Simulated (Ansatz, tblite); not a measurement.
# The cluster Be₄Se₅: one state, many levels

The task here is to estimate one member of a computed series from the others.

Computed with Ansatz 0.2.0, Gaussian basis. Level: as each input shows.

Plan: GFN1-xTB, GFN2-xTB, PBE-D4/def2-TZVP, r2SCAN-D4/def2-TZVP, BLYP-D4/def2-TZVP, ωB97M-V/def2-TZVP, BHLYP-D4/def2-TZVP, PBE-D4/def2-SVP, PBE0-D4/def2-SVP, PBE0-D4/def2-TZVPD, PBE-D4/def2-TZVPD, BLYP-D4/def2-TZVPD, MP2/def2-TZVP, RPA/def2-TZVP.

2 further runs of the same task are left out: 2 set aside as unsound or not needed.

## The geometry

The geometry is that of the singlet, from an earlier relaxation (PBE0-D4/def2-SVP). At that level it is the lowest of the isomers that a small search found.

9 atoms, charge 0, spin multiplicity 1.

Bond lengths: Be1–Se5 2.206 Å, Be1–Se6 2.173 Å, Be1–Se8 2.173 Å, Be2–Se5 2.177 Å, Be2–Se6 2.151 Å, Be2–Se7 2.215 Å, Be3–Se5 2.177 Å, Be3–Se7 2.215 Å, Be3–Se8 2.151 Å, Be4–Se6 2.222 Å, Be4–Se8 2.223 Å, Be4–Se9 2.128 Å, Se7–Se9 2.383 Å. Angles: Se5–Be1–Se6 109.4°, Se5–Be1–Se8 109.4°, Se6–Be1–Se8 110.7°, Se5–Be2–Se6 111.4°, Se5–Be2–Se7 103.0°, Se6–Be2–Se7 119.5°, Se5–Be3–Se7 103.0°, Se5–Be3–Se8 111.4°, Se7–Be3–Se8 119.4°, Se6–Be4–Se8 107.1°, Se6–Be4–Se9 123.6°, Se8–Be4–Se9 123.6°, Be1–Se5–Be2 64.7°, Be1–Se5–Be3 64.7°, Be2–Se5–Be3 67.4°, Be1–Se6–Be2 65.6°, Be1–Se6–Be4 69.2°, Be2–Se6–Be4 74.6° and more.

PBE0-D4/def2-TZVP was run before; its log isn't repeated, and its numbers join the tables.

Set-up of the first run:

Tight binding, by tblite at 300 K electronic temperature and without a spin-polarisation term:

```python
tblite.interface.Calculator('GFN1-xTB', numbers, positions, charge=0, uhf=0).singlepoint()
```

Tight binding, by tblite at 300 K electronic temperature and without a spin-polarisation term:

```python
tblite.interface.Calculator('GFN2-xTB', numbers, positions, charge=0, uhf=0).singlepoint()
```

start.molden holds the orbitals of an earlier run on this state, given as this run's starting guess.

File in.yaml:

```yaml
crystal:
  periodic: [false, false, false]
  atoms:
    - {symbol: Be, position_ang: [0.958974, 1.427517, -0.168500]}
    - {symbol: Be, position_ang: [-0.637663, 0.501290, 1.276411]}
    - {symbol: Be, position_ang: [-0.927465, 0.413458, -1.120929]}
    - {symbol: Be, position_ang: [1.015257, -1.065065, -0.083210]}
    - {symbol: Se, position_ang: [-1.079087, 2.243438, 0.048317]}
    - {symbol: Se, position_ang: [1.476902, 0.294985, 1.612489]}
    - {symbol: Se, position_ang: [-1.741343, -1.122624, 0.251601]}
    - {symbol: Se, position_ang: [1.047873, 0.164548, -1.934581]}
    - {symbol: Se, position_ang: [-0.113458, -2.857546, 0.118403]}
basis:
  gaussian: {orbitals: def2-TZVP, initial_orbitals: start.molden}
hamiltonian: {xc: pbe, dispersion: d4}
scf: {omitted_lower_state_checks: [starts]}
output: {orbitals: {seedname: orbitals}}
```

The run is started by

```
> ansatz run in.yaml --threads 2 --pin off --events-out ev --progress --plain --max-ram 32768MiB --backend cuda --devices 0, --max-vram 18GiB
```

Steps of the session up to this table: PBE-D4/def2-TZVP; r2SCAN-D4/def2-TZVP; BLYP-D4/def2-TZVP; ωB97M-V/def2-TZVP; BHLYP-D4/def2-TZVP; PBE-D4/def2-SVP; PBE0-D4/def2-SVP; PBE0-D4/def2-TZVPD; PBE-D4/def2-TZVPD; BLYP-D4/def2-TZVPD; MP2/def2-TZVP; RPA/def2-TZVP.

One of the session's tables, all rows but one given; the rest of the session is left out.

It belongs to the step «Binding energy». 

| level | binding an atom (eV) |
| --- | --- |
| HF/def2-TZVP | 2.253 |
| PBE-D4/def2-SVP | 3.490 |
| PBE-D4/def2-TZVP | 3.475 |
| PBE-D4/def2-TZVPD | 3.474 |
| BLYP-D4/def2-TZVP | 3.242 |
| BLYP-D4/def2-TZVPD | 3.241 |
| r2SCAN-D4/def2-TZVP | 3.434 |
| PBE0-D4/def2-SVP | 3.414 |
| PBE0-D4/def2-TZVP | 3.412 |
| PBE0-D4/def2-TZVPD | 3.412 |
| BHLYP-D4/def2-TZVP | 3.164 |
| ωB97M-V/def2-TZVP | 3.243 |
| RPA/def2-TZVP | 2.751 |
| MP2/def2-TZVP | ? |

Q: Estimate the row for MP2/def2-TZVP from the others.

**Answer.** binding an atom (eV): 3.297. In the column «binding an atom (eV)» it lies between ωB97M-V/def2-TZVP (3.243) and PBE0-D4/def2-TZVP (3.412).

Limits of these values: Free atoms were run apart at each level; binding is atoms less cluster, divided by the number of atoms, without zero-point or spin-orbit terms.
